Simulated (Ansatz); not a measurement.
A nudged elastic band was laid between two geometries of a periodic cell of 15 atoms, MoW$_{14}$ (host W, host structure bcc, dopant Mo, one W atom removed).

Level of theory: DFT PBE-D3(BJ), scalar-relativistic, plane waves, PAW (Ansatz). Settings: PAW set soft_1, cutoff 420 eV, k mesh 3x3x3, fermi-dirac smearing 0.15 eV, no spin polarisation.

| Item | Value |
| --- | --- |
| movable images | 5 |
| climbing image | yes |
| spring | 5.0 eV/Å² |
| optimiser | quadratic models (default) |
| start path | IDPP |
| force threshold | 0.03 eV/Å |
| iteration limit | 51 |
| end points | relaxed |

Image 0:

```xyz
15
Lattice="6.3200 0.0000 0.0000 0.0000 6.3200 0.0000 0.0000 0.0000 6.3200" Properties=species:S:1:pos:R:3
Mo 0.010 -0.027 -0.028
W 3.138 -0.022 -0.024
W 0.006 3.166 -0.024
W 0.007 -0.022 3.164
W 1.573 1.571 1.569
W 3.135 3.169 -0.025
W 3.135 -0.023 3.167
W 4.735 1.569 1.567
W 0.007 3.169 3.167
W 1.571 4.733 1.570
W 1.571 1.571 4.732
W 3.134 3.170 3.168
W 4.733 4.732 1.569
W 4.733 1.570 4.730
W 4.733 4.733 4.732
```

Image 6:

```xyz
15
Lattice="6.3200 0.0000 0.0000 0.0000 6.3200 0.0000 0.0000 0.0000 6.3200" Properties=species:S:1:pos:R:3
Mo 1.563 -1.563 -1.563
W 3.159 -0.001 -0.001
W 0.001 3.161 -0.001
W 0.001 -0.001 3.161
W 1.564 1.563 1.563
W 3.159 3.161 -0.001
W 3.159 -0.001 3.161
W 4.756 1.564 1.564
W 0.001 3.161 3.161
W 1.565 4.755 1.565
W 1.565 1.565 4.755
W 3.159 3.161 3.161
W 4.757 4.756 1.563
W 4.757 1.563 4.756
W 4.755 4.755 4.755
```

(1) Which bonds break or form, and what moves?

(2) What energy profile does the band end with?

(3) What is the geometry of the highest image?

Results:

(1) The atom that moves furthest is Mo1, by 2.67 Å; four of its nearest neighbours are W11 2.72, W15 2.72, W10 2.72, W14 2.75 Å at the first end and W2 2.73, W3 2.73, W4 2.73, W6 2.74 Å at the last.

(2) It converged. The highest image is number 2 of 0 to 6, 1.38 eV above the ends, which have the same energy within 2 meV. By the program's own check the climbing image is a first-order saddle point (lowest curvatures found: -3.26 and 8.78 eV/Å²). Limits of this set-up: coarse k mesh, a small cell, in which the defect meets its images, a typed lattice constant that wasn't relaxed here.

```
image  path coordinate (Å)  energy (eV)  Mo1–W5 (Å)  Mo1–W8 (Å)  Mo1–W13 (Å)
    0                 0.00         0.00        2.75        2.76         2.75
    1                 0.50         0.73        2.94        3.24         2.94
    2                 1.00         1.38        3.21        3.75         3.22
    3                 1.42         1.33        3.46        4.20         3.46
    4                 1.83         1.29        3.76        4.60         3.76
    5                 2.24         0.53        4.09        5.00         4.09
    6                 2.65         0.00        4.42        5.42         4.42
```

(3) 
```xyz
15
Lattice="6.3200 0.0000 0.0000 0.0000 6.3200 0.0000 0.0000 0.0000 6.3200" Properties=species:S:1:pos:R:3
Mo 0.593 -0.603 -0.604
W 3.178 0.014 0.013
W -0.025 3.131 0.013
W -0.025 0.014 3.129
W 1.569 1.563 1.562
W 3.119 3.190 -0.016
W 3.119 -0.015 3.189
W 4.750 1.559 1.558
W 0.004 3.190 3.188
W 1.599 4.711 1.645
W 1.599 1.646 4.710
W 3.151 3.159 3.158
W 4.747 4.741 1.562
W 4.747 1.563 4.740
W 4.665 4.711 4.710
```

Time of the run: 19 min on 4 threads of Arm Neoverse V1, with other jobs on the host, peak memory 3.2 GiB.
